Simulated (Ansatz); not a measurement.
Task: a single point from a YAML input of CsRb2ScF6, space group Fm-3m, with the Ansatz DFT code, driven from Python. Give the script and its output. Use: LDA, PAW, cutoff 420 eV, 3×3×3 k-points, Fermi-Dirac smearing of 0.001 eV, collinear spin.

`csrb2scf6.yaml`
```yaml
crystal:
  lattice:
    - [0.0, 4.84296, 4.84296]
    - [4.84296, 0.0, 4.84296]
    - [4.84296, 4.84296, 0.0]
  atoms:
    - { symbol: Cs, position: [0.5, 0.5, 0.5], spin: -0.5 }
    - { symbol: Rb, position: [0.75, 0.75, 0.75], spin: 0.5 }
    - { symbol: Rb, position: [0.25, 0.25, 0.25], spin: -0.5 }
    - { symbol: Sc, position: [0.0, 0.0, 0.0], spin: 2.0 }
    - { symbol: F, position: [0.789704, 0.210296, 0.210296], spin: 0.5 }
    - { symbol: F, position: [0.210296, 0.210296, 0.789704], spin: -1.0 }
    - { symbol: F, position: [0.210296, 0.789704, 0.789704], spin: -1.0 }
    - { symbol: F, position: [0.210296, 0.789704, 0.210296], spin: 1.0 }
    - { symbol: F, position: [0.789704, 0.210296, 0.789704], spin: -0.5 }
    - { symbol: F, position: [0.789704, 0.789704, 0.210296], spin: -4.0 }
kpoints:
  mp_grid: { kspacing: 0.4 }
hamiltonian:
  xc: lda
scf:
  occupations: { method: fermi_dirac, width: 0.001 }
basis:
  ecutwfc: 420
output:
  forces: true
  stress: true
  eigenvalues: true
magnetization:
  spin_polarized: true
```

`yaml_run_csrb2scf6.py`:
```python
"""Run a YAML input for CsRb2ScF6 from Python."""

import json

import ansatz as az
import pandas as pd


def main() -> None:
    done = az.Session.from_deck("csrb2scf6.yaml").plan().execute()
    report = done.report

    n_atoms = len(report["lattice"]["sites"])
    print("F =", round(report["free_energy_ev"], 4), "eV for", n_atoms, "atoms")
    print("E(sigma -> 0) =", round(report["energy_sigma0_ev"], 4), "eV, TS =", round(report["entropy_ts_ev"], 5), "eV")
    print("closed by", report["closed_by"], "after", report["n_iterations"], "iterations")

    fermi = report["fermi_energy_ev"]
    print("levels less the Fermi level (eV) at the first k-points")
    for k, levels in list(zip(report["kpoints_frac"], report["eigenvalues_ev"]))[:6]:
        print("k = ({:.3f}, {:.3f}, {:.3f})".format(*k))
        print("   ", " ".join(f"{e - fermi:.3f}" for e in levels))

    # forces in eV per angstrom
    table = pd.DataFrame(report["forces_ev_ang"], columns=["fx", "fy", "fz"])
    table.insert(0, "atom", [site["symbol"] for site in report["lattice"]["sites"]])
    print(table.round(4).to_string())

    edges = report.get("band_edges_ev")
    if edges:
        print(f"band edges on the mesh: {edges[0]:.3f} and {edges[1]:.3f} eV, gap {edges[1] - edges[0]:.3f} eV")
    else:
        print("no band edges reported (a metal, or a gap too narrow for this smearing); Fermi level", round(report["fermi_energy_ev"], 3), "eV")

    keep = ["free_energy_ev", "energy_sigma0_ev", "fermi_energy_ev", "n_iterations", "converged", "magnetization_mub", "n_kpoints"]
    with open("csrb2scf6.json", "w") as handle:
        json.dump({key: report[key] for key in keep}, handle, indent=1)


if __name__ == "__main__":
    main()
```

```console
$ python yaml_run_csrb2scf6.py
DeckWarning: where an SCF of this run starts from atoms to list the orders of its open shells, Sc (site 3, from 0) starts with 1.00 μB on its 3d shell, in the place of the 2.00 μB that the deck gives it: its open shells can hold no more by Hund's first rule. To start from spheres of the given moment, type scf.initial_density.shell_occupations: []
DeckWarning: where an SCF of this run starts from atoms to list the orders of its open shells, F (site 9, from 0) starts with -1.00 μB on its 2p shell, in the place of the -4.00 μB that the deck gives it: its open shells can hold no more by Hund's first rule. To start from spheres of the given moment, type scf.initial_density.shell_occupations: []
RunWarning: the starting moments were not kept: the SCF closed with an absolute magnetisation of 2.4e-6 μB, where they sum to 11.5 μB in size (10 sites). That is at most 0.1 of that sum. Measured as dr2_m measures the in/out step, that magnetisation stands 1.3e-12 eV from none, at or under the dr2_threshold of 1.0e-7 [...]
F = -18713.2659 eV for 10 atoms
E(sigma -> 0) = -18713.2659 eV, TS = 0.0 eV
closed by deck_thresholds after 11 iterations
levels less the Fermi level (eV) at the first k-points
k = (0.000, 0.000, 0.000)
    -47.815 -26.976 -26.976 -26.976 -26.339 -26.330 -21.726 -21.480 -21.480 -21.132 -21.132 -21.132 -19.702 -10.444 -10.444 -10.444 -10.379 -10.379 -10.379 -6.917 -6.917 -6.917 -4.421 -4.383 -4.383 -4.118 -4.118 -4.118 -3.432 -3.432 -3.432 -3.151 -3.151 -3.151 -2.854 -2.854 -2.854 -2.744 -2.744 -2.744 2.709 4.290 4.290 4.290 5.237 5.237 6.183 6.183 6.184 6.395 6.395 6.395 6.743 6.743 6.986 8.280
k = (0.000, 0.000, 0.333)
    -47.815 -26.977 -26.976 -26.976 -26.336 -26.332 -21.674 -21.487 -21.487 -21.213 -21.125 -21.125 -19.673 -10.423 -10.423 -10.409 -10.390 -10.390 -10.371 -7.001 -6.966 -6.966 -4.158 -4.090 -4.090 -4.065 -4.048 -4.048 -3.616 -3.544 -3.544 -3.231 -3.231 -3.142 -3.117 -3.082 -3.082 -2.780 -2.762 -2.762 3.596 4.387 4.387 4.395 5.267 5.714 5.714 6.014 6.071 6.071 6.569 6.569 6.869 6.869 7.601 7.706
k = (0.000, 0.333, 0.000)
    -47.815 -26.977 -26.976 -26.976 -26.336 -26.332 -21.674 -21.487 -21.487 -21.213 -21.125 -21.125 -19.673 -10.423 -10.423 -10.409 -10.390 -10.390 -10.371 -7.001 -6.966 -6.966 -4.158 -4.090 -4.090 -4.065 -4.048 -4.048 -3.616 -3.544 -3.544 -3.231 -3.231 -3.142 -3.117 -3.082 -3.082 -2.780 -2.762 -2.762 3.596 4.387 4.387 4.395 5.267 5.714 5.714 6.014 6.071 6.071 6.569 6.569 6.869 6.869 7.601 7.706
k = (0.000, 0.333, 0.333)
    -47.815 -26.977 -26.976 -26.976 -26.336 -26.332 -21.675 -21.528 -21.479 -21.151 -21.133 -21.133 -19.687 -10.437 -10.437 -10.405 -10.372 -10.366 -10.366 -6.984 -6.907 -6.907 -4.419 -4.382 -4.229 -4.041 -4.041 -4.021 -3.744 -3.548 -3.548 -3.206 -3.171 -3.171 -3.007 -2.882 -2.882 -2.760 -2.760 -2.748 3.833 4.275 4.437 4.437 5.167 5.590 5.753 5.839 6.154 6.154 6.566 6.919 6.919 7.004 7.805 7.805
k = (0.000, 0.333, -0.333)
    -47.815 -26.977 -26.977 -26.976 -26.334 -26.334 -21.649 -21.537 -21.487 -21.179 -21.133 -21.125 -19.678 -10.424 -10.421 -10.407 -10.382 -10.374 -10.355 -6.984 -6.961 -6.914 -4.407 -4.170 -4.091 -4.047 -4.041 -4.040 -3.688 -3.652 -3.639 -3.234 -3.222 -3.141 -3.034 -3.033 -2.901 -2.845 -2.764 -2.711 4.341 4.432 4.432 4.582 4.820 5.477 5.802 5.912 6.445 6.462 6.539 6.605 6.833 7.052 7.209 7.312
k = (0.333, 0.000, 0.000)
    -47.815 -26.977 -26.976 -26.976 -26.336 -26.332 -21.674 -21.487 -21.487 -21.213 -21.125 -21.125 -19.673 -10.423 -10.423 -10.409 -10.390 -10.390 -10.371 -7.001 -6.966 -6.966 -4.158 -4.090 -4.090 -4.065 -4.048 -4.048 -3.616 -3.544 -3.544 -3.231 -3.231 -3.142 -3.117 -3.082 -3.082 -2.780 -2.762 -2.762 3.596 4.387 4.387 4.395 5.267 5.714 5.714 6.014 6.071 6.071 6.569 6.569 6.869 6.869 7.601 7.706
  atom      fx      fy      fz
0   Cs  0.0000  0.0000  0.0000
1   Rb -0.0000 -0.0000 -0.0000
2   Rb -0.0000 -0.0000  0.0000
3   Sc  0.0000  0.0000  0.0000
4    F -0.3967 -0.0000  0.0000
5    F  0.0000 -0.0000 -0.3967
6    F  0.3967 -0.0000 -0.0000
7    F  0.0000 -0.3967  0.0000
8    F -0.0000  0.3967 -0.0000
9    F -0.0000 -0.0000  0.3967
band edges on the mesh: 0.533 and 5.953 eV, gap 5.420 eV
```
(Warnings from the package without file and line, shortened, repeats left out.)

It writes `csrb2scf6.json`:
```json
{
 "free_energy_ev": -18713.265884179695,
 "energy_sigma0_ev": -18713.265884179695,
 "fermi_energy_ev": 3.243954511438547,
 "n_iterations": 11,
 "converged": true,
 "magnetization_mub": 0.0,
 "n_kpoints": 14
}
```

Notes:
- These settings explore the input space; cutoff and mesh may be short of convergence.
- The SCF didn't keep the moments it started from (some shrank, vanished or turned); what is printed is the state reached.
- Along an axis with an odd division the mesh misses the point at one half; a gap read on a finite mesh is an upper bound on this functional's gap.
- Semilocal gaps usually lie well under measured ones.
- In a crystal with a gap the Fermi level's place inside it depends on smearing and mesh.
- The structure comes from a database of computed cells and needn't be a stable or known phase.
- Gaps and levels are Kohn-Sham values on a finite set of k-points, without spin-orbit coupling.
- Timing: 71 s on 1 thread of Intel(R) Xeon(R) 6975P-C (Granite Rapids), with other jobs on the host, peak memory 0.85 GiB.

(Lines on the test bed's own set-up are left out of the output.)
